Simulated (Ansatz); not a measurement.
**C₃H₈Si: basis-set convergence**

One table from this session's results is given with a row withheld; the runs are named, their logs left out.

Computed with Ansatz 0.2.0, Gaussian basis. Level: one geometry, several basis sets.

Plan: PBE0-D4/def2-SVP; ωB97M-V/def2-SVP; PBE0-D4/def2-QZVPP; ωB97M-V/def2-QZVPP; the functionals' def2-TZVPP values are taken from earlier runs.

**The relaxed structure**

An earlier PBE0-D4 in a triple-zeta def2 set relaxation fixed the geometry.

SMILES `CC1C[SiH2]1`, 12 atoms, charge 0, spin multiplicity 1.

Atoms are counted from 1 here; the program's logs count them from 0.

Bond lengths: C1–C2 1.507 Å, C1–H5 1.094 Å, C1–H6 1.096 Å, C1–H7 1.092 Å, C2–C3 1.542 Å, C2–Si4 1.854 Å, C2–H8 1.088 Å, C3–Si4 1.850 Å, C3–H9 1.087 Å, C3–H10 1.085 Å, Si4–H11 1.479 Å, Si4–H12 1.479 Å. Angles: C2–C1–H5 111.3°, C2–C1–H6 111.2°, C2–C1–H7 111.5°, H5–C1–H6 107.3°, H5–C1–H7 107.4°, H6–C1–H7 108.0°, C1–C2–C3 117.7°, C1–C2–Si4 122.8°, C1–C2–H8 113.8°, C3–C2–Si4 65.2°, C3–C2–H8 113.2°, Si4–C2–H8 115.3°, C2–C3–Si4 65.5°, C2–C3–H9 115.5°, C2–C3–H10 117.0°, Si4–C3–H9 118.3°, Si4–C3–H10 119.9°, H9–C3–H10 112.7° and more.

The first run:

in.yaml

```yaml
crystal:
  periodic: [false, false, false]
  atoms:
    - {symbol: C, position_ang: [-0.836488, 1.103128, -0.675372]}
    - {symbol: C, position_ang: [-0.437168, 0.093154, 0.369981]}
    - {symbol: C, position_ang: [1.056136, -0.002202, 0.742749]}
    - {symbol: Si, position_ang: [0.366554, -1.523759, -0.051439]}
    - {symbol: H, position_ang: [-0.178080, 1.054872, -1.547473]}
    - {symbol: H, position_ang: [-0.779993, 2.123875, -0.281182]}
    - {symbol: H, position_ang: [-1.856647, 0.932376, -1.026804]}
    - {symbol: H, position_ang: [-1.097183, 0.072038, 1.234815]}
    - {symbol: H, position_ang: [1.724356, 0.625764, 0.159889]}
    - {symbol: H, position_ang: [1.301079, -0.007527, 1.799962]}
    - {symbol: H, position_ang: [0.708448, -1.802898, -1.463136]}
    - {symbol: H, position_ang: [0.105886, -2.724020, 0.772008]}
basis:
  gaussian: {orbitals: def2-SVP}
hamiltonian: {xc: pbe0, dispersion: d4}
output: {orbitals: {seedname: orbitals}}
```

Steps of the session up to this table: PBE0-D4 in def2-SVP; ωB97M-V in def2-SVP; PBE0-D4 in def2-QZVPP; ωB97M-V in def2-QZVPP.

One table of the session follows, with a row left open; its other results are not shown here.

It belongs to the step «Functionals by basis». 

| functional | basis | HOMO (eV) | LUMO (eV) |
| --- | --- | --- | --- |
| PBE0-D4 | def2-SVP | -6.69 | 0.80 |
| PBE0-D4 | def2-TZVPP | -6.69 | 0.31 |
| PBE0-D4 | def2-QZVPP | ? | ? |
| ωB97M-V | def2-SVP | -8.83 | 2.70 |
| ωB97M-V | def2-TZVPP | -8.84 | 1.93 |
| ωB97M-V | def2-QZVPP | -8.85 | 1.51 |

Estimate the missing values for PBE0-D4, def2-QZVPP.

**Answer.** HOMO (eV): -6.70; LUMO (eV): 0.15. In the column «HOMO (eV)» it lies between ωB97M-V, def2-SVP (-8.83) and PBE0-D4, def2-SVP (-6.69).
